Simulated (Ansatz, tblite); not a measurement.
# The cluster Te9Pb8−: rung by rung

Aim: run the doublet of the cluster Te9Pb8− at one geometry on many levels, and compare frontier levels, spin and run time.

Method: as each input shows; program: Ansatz 0.2.0, Gaussian basis.

Plan: GFN1-xTB, GFN2-xTB, PBE-D4/def2-SVP, r2SCAN-D4/def2-SVP, ωB97X-V/def2-SVP, r2SCAN-D4/def2-mTZVP.

2 further runs of the same task are left out: 2 set aside as unsound or not needed.

## (1) The relaxed structure

The geometry is that of the doublet, from an earlier relaxation (PBE-D4/def2-SVP). At that level it is the lowest of the isomers that a small search found.

17 atoms, charge -1, spin multiplicity 2.

Bond lengths: Pb1–Te10 3.046 Å, Pb1–Te12 3.055 Å, Pb1–Te16 3.034 Å, Pb2–Te11 3.407 Å, Pb2–Te12 3.137 Å, Pb2–Te13 3.156 Å, Pb2–Te15 3.346 Å, Pb2–Te16 3.179 Å, Pb3–Te9 2.979 Å, Pb3–Te11 3.112 Å, Pb3–Te17 3.033 Å, Pb4–Te9 3.106 Å, Pb4–Te11 3.106 Å, Pb4–Te15 2.990 Å, Pb5–Te10 3.027 Å, Pb5–Te12 3.033 Å, Pb5–Te15 3.093 Å, Pb6–Te9 3.292 Å and more. Angles: Te10–Pb1–Te12 90.2°, Te10–Pb1–Te16 96.2°, Te12–Pb1–Te16 92.9°, Te11–Pb2–Te12 154.5°, Te11–Pb2–Te13 85.3°, Te11–Pb2–Te15 86.0°, Te11–Pb2–Te16 89.5°, Te12–Pb2–Te13 120.2°, Te12–Pb2–Te15 89.8°, Te12–Pb2–Te16 88.7°, Te13–Pb2–Te15 95.4°, Te13–Pb2–Te16 97.1°, Te15–Pb2–Te16 166.3°, Te9–Pb3–Te11 84.7°, Te9–Pb3–Te17 94.7°, Te11–Pb3–Te17 88.5°, Te9–Pb4–Te11 82.7°, Te9–Pb4–Te15 95.1° and more.

Pb, Te take a core potential in the def2 sets. No spin-orbit coupling is included. The ion is computed in the gas phase, without counter-ions or solvent.

PBE0-D4/def2-SVP was run before; its log isn't repeated, and its numbers join the tables.

## (2) GFN1-xTB

Tight binding, by tblite at 300 K electronic temperature and without a spin-polarisation term:

```python
tblite.interface.Calculator('GFN1-xTB', numbers, positions, charge=-1, uhf=1).singlepoint()
```

Energy -1306.3853 eV; 0.059 s.

## (3) GFN2-xTB

Tight binding, by tblite at 300 K electronic temperature and without a spin-polarisation term:

```python
tblite.interface.Calculator('GFN2-xTB', numbers, positions, charge=-1, uhf=1).singlepoint()
```

Energy -1287.4108 eV; 0.15 s.

## (4) PBE-D4/def2-SVP

start.molden holds the orbitals of an earlier run on this state, given as this run's starting guess.

File in.yaml:

```yaml
crystal:
  periodic: [false, false, false]
  atoms:
    - {symbol: Pb, position_ang: [-0.290284, 2.281548, 4.120467]}
    - {symbol: Pb, position_ang: [-0.406944, -0.459606, 1.643458]}
    - {symbol: Pb, position_ang: [0.869963, 0.100738, -4.389007]}
    - {symbol: Pb, position_ang: [-2.390311, 1.234498, -1.597993]}
    - {symbol: Pb, position_ang: [-3.784780, 0.991398, 2.378548]}
    - {symbol: Pb, position_ang: [-0.822648, -2.420772, -1.833820]}
    - {symbol: Pb, position_ang: [2.570515, 2.413534, 0.553340]}
    - {symbol: Pb, position_ang: [2.834487, -1.568481, -0.967467]}
    - {symbol: Te, position_ang: [-2.048201, -0.460358, -4.177888]}
    - {symbol: Te, position_ang: [-1.571757, 2.815492, 1.409428]}
    - {symbol: Te, position_ang: [0.668381, 0.754634, -1.352898]}
    - {symbol: Te, position_ang: [-1.913042, -0.292793, 4.389988]}
    - {symbol: Te, position_ang: [0.957366, -3.159447, 0.743359]}
    - {symbol: Te, position_ang: [4.783560, 0.710939, -0.420684]}
    - {symbol: Te, position_ang: [-3.317029, -1.046157, 0.098680]}
    - {symbol: Te, position_ang: [2.142367, 0.819652, 3.048260]}
    - {symbol: Te, position_ang: [1.718368, -2.714819, -3.645761]}
basis:
  gaussian: {orbitals: def2-SVP, fitting: {mean_field: def2-universal-jkfit}, initial_orbitals: start.molden}
total_charge: -1
magnetization: {spin_polarized: true, initial_magnetization: 1}
hamiltonian: {xc: pbe, dispersion: d4}
scf: {omitted_lower_state_checks: [starts]}
output: {forces: true, orbitals: {seedname: orbitals}}
```

Started as:

```sh
> ansatz run in.yaml --threads 2 --pin off --events-out ev --progress --plain --max-ram 32768MiB --backend cuda --devices 0, --max-vram 18GiB
```

After this run come: r2SCAN-D4/def2-SVP; ωB97X-V/def2-SVP; r2SCAN-D4/def2-mTZVP.

Before running them: what should the planned runs give, taken together? Wanted: gap in def2-SVP, named functionals, smallest and largest; ⟨S²⟩ in def2-SVP, named functionals, smallest and largest.

**Answer**, as computed:

| quantity | value |
| --- | --- |
| gap in def2-SVP, named functionals, smallest and largest | 0.27 eV (PBE-D4), 4.56 eV (ωB97X-V) |
| ⟨S²⟩ in def2-SVP, named functionals, smallest and largest | 0.753, 0.786 |

What this shows: Over the named functionals in def2-SVP the gap runs from 0.27 eV (PBE-D4) to 4.56 eV (ωB97X-V); exact exchange widens it. Over the named functionals in def2-SVP spin contamination reaches 0.04 (ωB97X-V), which is small.
